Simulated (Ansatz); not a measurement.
# In2H: single point with LDA

Sheet: In2H, a sheet with vacuum.

```
In H
1.0
     4.95568    0.00000    0.00000
    -2.47784    4.29174    0.00000
     0.00000    0.00000   25.48707
In H
2 1
Direct
  0.33333 0.66667 0.28867
  0.66667 0.33333 0.28867
  0.00000 0.00000 0.28892
```

The cell was built by a generator and needn't be a form met in nature.

```
Program             : Ansatz 0.2.0
Task                : single point
Functional          : LDA
Potentials or basis : all-electron LAPW, scalar-relativistic
Cutoff              : 227 eV (chosen from the basis error)
Basis error allowed : 0.002 eV/atom
k mesh              : 6 × 6 × 1
Occupations         : fermi-dirac, width 0.05 eV
Spin                : no spin polarisation
```

```
Band gap on the k mesh : none (metal or under the smearing width)
Work function          : 4.24 eV
```

Stress tensor (GPa, compression positive):
```
-0.48  0.00  0.00
 0.00 -0.48  0.00
 0.00  0.00  0.00
```

Levels at points of the mesh, in eV from the Fermi level:
```
            k point  band 18  band 19  band 20  band 21  band 22  band 23  band 24  band 25  band 26
 (0.00, 0.00, 0.00)   -14.26    -7.44    -0.70     0.12     0.38     0.93     0.93     3.35     3.95
(0.00, -0.50, 0.00)   -14.07    -5.74    -4.84    -0.87    -0.43     0.82     2.07     5.25     5.27
```

Run time: 23 s on 4 threads of Intel(R) Xeon(R) Processor @ 2.50GHz (Skylake/Cascade Lake), on a shared host, peak memory 1 GiB.
